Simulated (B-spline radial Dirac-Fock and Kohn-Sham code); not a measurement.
# An X-ray data sheet for Br⁵⁺, step by step

What does theory give for bromine as Br⁵⁺? The session works out its X-ray form factor and Compton profile and the binding energy of each subshell.

The numbers are computed with B-spline radial Dirac-Fock and Kohn-Sham code (version 3): a free atom or ion on a radial basis; each step names its model.

## Step 1: What is computed

Br⁵⁺, configuration [Ar] 3d10 4s2, inside a Watson sphere of charge -5 and radius 2 Å (a model of the Madelung potential; inside it an electron's potential energy is raised by 36.0 eV).

```
nuclear charge     : 35
electrons          : 30
mass number        : 79
nuclear rms radius : 4.1629 fm
```

Outer shells as boxes (Hund's rule, for the drawing alone; heavy ions are jj-coupled, and the calculation averages over the configuration):

```
[Ar] core
3d [↑↓][↑↓][↑↓][↑↓][↑↓]
4s [↑↓]
```

## Step 2: X-ray scattering functions

Model: Dirac-Fock average of configuration, finite nucleus; form factor of the spherical density, Waller-Hartree incoherent function, impulse-approximation Compton profiles.

The run's settings:

```ini
task = scatter
Z = 35
charge = 5
configuration = 1s2 2s2 2p6 3s2 3p6 3d10 4s2
mass_number = 79
rms_radius = 4.1629  # fm
s = [0.0, 0.05, 0.1, 0.15, 0.2, 0.25, 0.3, 0.35, 0.4, 0.45, 0.5, 0.6, 0.7, 0.8, 0.9, 1.0, 1.1, 1.2, 1.4, 1.6, 1.8, 2.0, 2.5, 3.0, 3.5, 4.0, 5.0, 6.0]  # 1/A
pz = [0, 0.1, 0.2, 0.3, 0.4, 0.5, 0.6, 0.8, 1.0, 1.2, 1.4, 1.6, 1.8, 2.0, 2.5, 3.0, 4.0, 5.0, 7.0, 10.0, 15.0, 20.0, 30.0, 40.0, 60.0, 100.0]  # a.u.
photon_energy = [2000, 8047.8, 17479.3, 20000, 50000, 100000, 500000, 1000000]  # eV
watson_charge = -5  # e
watson_radius = 2.0  # A
```

Main fields of the result record, rounded:

```text
{
  "status": "converged",
  "form_factor [e]": [30.0, 29.776, 29.131, 28.139, 26.897, 25.506, 24.047, 22.58, 21.141, 19.751, 18.42, 15.959, 13.796, 11.958, 10.448, 9.2439, 8.3047, 7.5798, 6.5776, 5.9151, 5.3961, 4.9267, 3.8268, 2.9005, 2.2293, 1.7891, 1.3358, 1.123],
  "incoherent": [-3.4373e-13, 0.29637, 1.0923, 2.1715, 3.3251, 4.4408, 5.5025, 6.5374, 7.5677, 8.5944, 9.6034, 11.508, 13.22, 14.75, 16.124, 17.358, 18.456, 19.428, 21.032, 22.283, 23.289, 24.124, 25.714, 26.789, 27.506, 27.993, 28.609, 29.01],
  "compton_total [1/a.u.]": [4.0795, 4.0589, 3.9991, 3.9055, 3.7862, 3.6507, 3.5084, 3.2356, 3.0112, 2.8448, 2.7229, 2.6244, 2.531, 2.4318, 2.1428, 1.8256, 1.2679, 0.88676, 0.48969, 0.24897, 0.099991, 0.047435, 0.014628, 0.0055326, 0.0010891, 0.00010057],
  "shells": ["1s1/2", "2s1/2", "2p1/2", "2p3/2", "3s1/2", "3p1/2", "3p3/2", "3d3/2", "3d5/2", "4s1/2"],
  "occupation": [2.0, 2.0, 2.0, 4.0, 2.0, 2.0, 4.0, 4.0, 6.0, 2.0],
  "mean_momentum [a.u.]": [30.469, 10.459, 14.073, 13.745, 4.5306, 5.3483, 5.2517, 5.9188, 5.8805, 1.7288],
  "r2 [bohr^2]": 12.282,
  "r_inverse [1/bohr]": 177.19,
  "r1 [bohr]": 14.69,
  "coherent [b]": [556.12, 294.75, 119.08, 99.55, 25.039, 7.6074, 0.36229, 0.091904],
  "incoherent_cross_section [b]": [0.86432, 5.1255, 9.5308, 10.27, 13.537, 13.448, 8.5889, 6.3134]
}
```

Form factor and incoherent function, every second point:

```csv
s (1/Å),f (e),f / N,S(s)
0,30.00,1.000,0
0.100,29.13,0.971,1.092
0.200,26.90,0.897,3.325
0.300,24.05,0.802,5.503
0.400,21.14,0.705,7.568
0.500,18.42,0.614,9.603
0.700,13.80,0.460,13.22
0.900,10.45,0.348,16.12
1.10,8.305,0.277,18.46
1.40,6.578,0.219,21.03
1.80,5.396,0.180,23.29
2.50,3.827,0.128,25.71
3.50,2.229,0.074,27.51
5.00,1.336,0.045,28.61
```

## Step 3: Binding energies

Model: Dirac-Fock average of configuration, Delta-SCF, finite nucleus, first-order Breit with its frequency dependence, self-energy and vacuum polarisation.

Recorded inputs:

```ini
task = binding
```

Main fields of the result record, rounded:

```text
{
  "status": "converged",
  "shells": ["K", "L1", "L2", "L3", "M1", "M2", "M3", "M4", "M5", "N1"],
  "total_energy_parts [Ha]": [-2559.0838, 1.42759724, -0.135703391, -0.00610532522, 0.958728597, -0.095944985],
  "koopmans [eV]": [13602.5, 1862.31, 1673.77, 1625.8, 312.122, 244.515, 237.271, 120.951, 119.784, 49.5538],
  "dirac_coulomb [eV]": [13554.2, 1839.78, 1648.84, 1601.35, 307.364, 239.658, 232.596, 116.051, 114.961, 49.3372],
  "gaunt [eV]": [-21.6215, -1.60571, -3.01278, -2.12409, -0.183831, -0.361208, -0.226051, -0.0430294, 0.010577, -0.0280433],
  "retardation [eV]": [1.40967, 0.0687623, 0.327673, 0.32777, 0.00706635, 0.0423323, 0.0421084, 0.000511983, 0.000523179, 0.00205938],
  "breit_frequency [eV]": [0.073834, -0.00861607, -0.000869092, 0.0327301, -0.00144786, -0.000679703, 0.00469566, -0.000596927, -0.00052633, -0.000180533],
  "self_energy [eV]": [-10.9518, -1.19148, 0.133416, 0.0287853, -0.192164, 0.0256393, 0.0100616, 0.0215854, 0.0177915, -0.0255564],
  "vacuum_polarisation [eV]": [1.12122, 0.113484, -0.00799388, -0.00912856, 0.0177818, -0.00186921, -0.00206201, -0.00167258, -0.00165671, 0.00236104],
  "binding [eV]": [13524.2, 1837.15, 1646.28, 1599.6, 307.011, 239.362, 232.425, 116.028, 114.988, 49.2879],
  "mean_radius [bohr]": [0.0427284, 0.18863, 0.162758, 0.166591, 0.547169, 0.554578, 0.564223, 0.57698, 0.580788, 1.49122]
}
```

total_energy_parts: Dirac-Coulomb, Gaunt, retardation, frequency dependence, self-energy, vacuum polarisation. 

The binding energies by parts, in eV; the parts add up.

```csv
level,-ε,relaxation,Breit,QED,binding
K,13602.5,-48.31,-20.14,-9.83,13524.2
L1,1862.3,-22.53,-1.55,-1.08,1837.2
L2,1673.8,-24.93,-2.69,0.13,1646.3
L3,1625.8,-24.46,-1.76,0.02,1599.6
M1,312.1,-4.76,-0.18,-0.17,307.0
M2,244.5,-4.86,-0.32,0.02,239.4
M3,237.3,-4.67,-0.18,0.01,232.4
M4,121.0,-4.90,-0.04,0.02,116.0
M5,119.8,-4.82,0.01,0.02,115.0
N1,49.55,-0.22,-0.03,-0.02,49.29
```

Line energies follow by subtraction:

```csv
line,energy (eV)
Kβ1 (K-M3),13291.8
Kβ3 (K-M2),13284.8
Kα1 (K-L3),11924.6
Kα2 (K-L2),11877.9
Lβ3 (L1-M3),1604.7
Lβ4 (L1-M2),1597.8
Lγ5 (L2-N1),1597.0
Lβ6 (L3-N1),1550.3
Lβ1 (L2-M4),1530.2
Lα1 (L3-M5),1484.6
Lα2 (L3-M4),1483.6
Lη (L2-M1),1339.3
Lℓ (L3-M1),1292.6
```

## Step 4: What came out

| quantity | value |
| --- | --- |
| rms radius of the electron cloud | 0.640 bohr |
| form factor halves at | 0.64 1/Å |
| Compton profile at zero | 4.079 1/a.u. |
| deepest level listed, K (1s) | 13524.2 eV |
| least bound, N1 (4s) | 49.29 eV |
| Kα1 | 11924.6 eV |

In words: f falls from 30 to half of that at s = 0.64 1/Å. Incoherent scattering outweighs coherent from 100 keV on, among the energies asked. For K (1s), relaxation takes off 48.3 eV, Breit terms shift it by -20.14 and QED by -9.83 eV. The Hartree-Fock and Dirac-Fock values hold no electron correlation.
